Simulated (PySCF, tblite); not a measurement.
# C6H13NS: geometry, infrared bands and NMR shifts

Aim: predict the infrared bands and NMR shifts of C6H13NS (`CCCC(=S)N(C)C`).

Computed with tblite 0.8.0 and PySCF 2.14.0, with density-fitted response routines of our own, on a single molecule in the gas phase. Atoms are numbered from 0 throughout.

### Step 1. Starting geometry

21 atoms, charge 0, multiplicity 1; geometry from: force field or distance geometry start.

Bonds of the start (Å): C0–C1 1.50, C1–C2 1.54, C2–C3 1.52, C3–S4 1.71, C3–N5 1.39, N5–C6 1.46, N5–C7 1.48, C0–H8 1.09, C0–H9 1.10, C0–H10 1.10, C1–H11 1.11, C1–H12 1.10, C2–H13 1.10, C2–H14 1.10, C6–H15 1.10, C6–H16 1.09, C6–H17 1.09, C7–H18 1.09, C7–H19 1.09, C7–H20 1.09.

### Step 2. Relaxing the molecule with GFN2-xTB

The job: settings as JSON, then the geometry in Å.

```
{"job": {"kind": "relax", "xc": "GFN2-xTB", "basis": "xTB"}, "charge": 0, "multiplicity": 1}
C     -2.990000     0.256600    -0.746900
C     -1.778600     0.054200     0.119600
C     -0.757100    -0.896700    -0.531700
C      0.527600    -0.990200     0.270200
S      0.612600    -2.243000     1.428700
N      1.534900    -0.062800     0.037000
C      1.391700     1.095400    -0.847600
C      2.859500    -0.131100     0.689500
H     -2.718000     0.710500    -1.701900
H     -3.507900    -0.691500    -0.943800
H     -3.714400     0.922100    -0.249300
H     -2.093800    -0.368300     1.095500
H     -1.320300     1.021400     0.359000
H     -1.217700    -1.887000    -0.646500
H     -0.542200    -0.558200    -1.553600
H      1.721700     1.989600    -0.298600
H      0.369700     1.265500    -1.173000
H      2.024500     0.932200    -1.721500
H      2.891600     0.627000     1.477900
H      3.072600    -1.111000     1.126200
H      3.624400     0.082200    -0.055000
```

Command:

```bash
OMP_NUM_THREADS=1 python probes_run.py task.json out
```

The driver reads the jobs from task.json and runs them one after another.

**Question.** This job is followed by: GFN2-xTB harmonic vibrations, gas phase; GIAO PBE0/pcSseg-1 NMR shielding, non-relativistic, gas phase. Predict these results of the whole session: strongest single infrared mode (GFN2-xTB); zero-point energy (GFN2-xTB); ¹³C shifts against TMS (PBE0/pcSseg-1); ¹H shifts against TMS (PBE0/pcSseg-1, means over atoms taken as alike); ³³S shifts against CS2 (PBE0/pcSseg-1); ¹⁵N shifts against NH3 (PBE0/pcSseg-1).

As calculated:

| quantity | value |
| --- | --- |
| strongest single infrared mode (GFN2-xTB) | 1513 cm⁻¹, 191 km/mol |
| zero-point energy (GFN2-xTB) | 113.8 kcal/mol |
| ¹³C shifts against TMS (PBE0/pcSseg-1) | 211.5, 50.0, 42.7, 39.7, 28.9, 16.7 ppm |
| ¹H shifts against TMS (PBE0/pcSseg-1, means over atoms taken as alike) | 3.73, 3.16, 2.87, 1.66, 1.05 ppm |
| ³³S shifts against CS2 (PBE0/pcSseg-1) | 317 ppm |
| ¹⁵N shifts against NH3 (PBE0/pcSseg-1) | 153.8 ppm |

Relaxing lowered the energy by 0.264 eV in 69 steps; the close pair that moved most is C3–S4, from 1.708 to 1.651 Å. The lowest mode is imaginary (40i cm⁻¹), so the xTB geometry is not a minimum. The strongest single mode, at 1513 cm⁻¹, is carried by N5, C3, H15, H17. GFN2-xTB is a fitted tight-binding method: band positions and strengths are rough. Its intensities can rank the bands wrongly. C3 (thiocarbonyl carbon) lies farthest downfield among carbon, at 211.5 ppm; the small n→π* gap of C=S deshields it strongly. At PBE0/pcSseg-1: Shielding is most anisotropic at S4 (span 764 ppm, paramagnetic term -872 ppm).
